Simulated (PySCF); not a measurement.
# CH2SSe: the cost of one run

Computed with PySCF 2.14.0 and routines of our own; the level stands in each step. Atoms count from 0.

### Step 1. The starting structure

5 atoms, charge 0, multiplicity 1; geometry from: GFN2-xTB.

### Step 2. Relaxing the molecule at PBE0-D3(BJ)/def2-SVP

Job settings and geometry (Å):

```
{"job": {"xc": "PBE0", "basis": "def2-SVP", "d3": "d3bj", "grid": 1, "maxiter": 30, "shake": 0.01, "kind": "geom"}, "charge": 0, "multiplicity": 1}
S      1.300810     0.333180     0.157510
C     -0.443870     0.308990     0.085310
Se    -1.481080    -1.039000    -0.399930
H      1.525340    -0.892520    -0.260820
H     -0.867630     1.255370     0.380040
```

Started as:

```bash
$ OMP_NUM_THREADS=1 python heavy_run.py task.json out
```

The driver reads the jobs from task.json and runs them one after another.

Q: Estimate the wall time and peak memory of this first job on 1 thread of Arm Neoverse V2, shared host.

About 14 s, with a peak of 0.33 GiB.
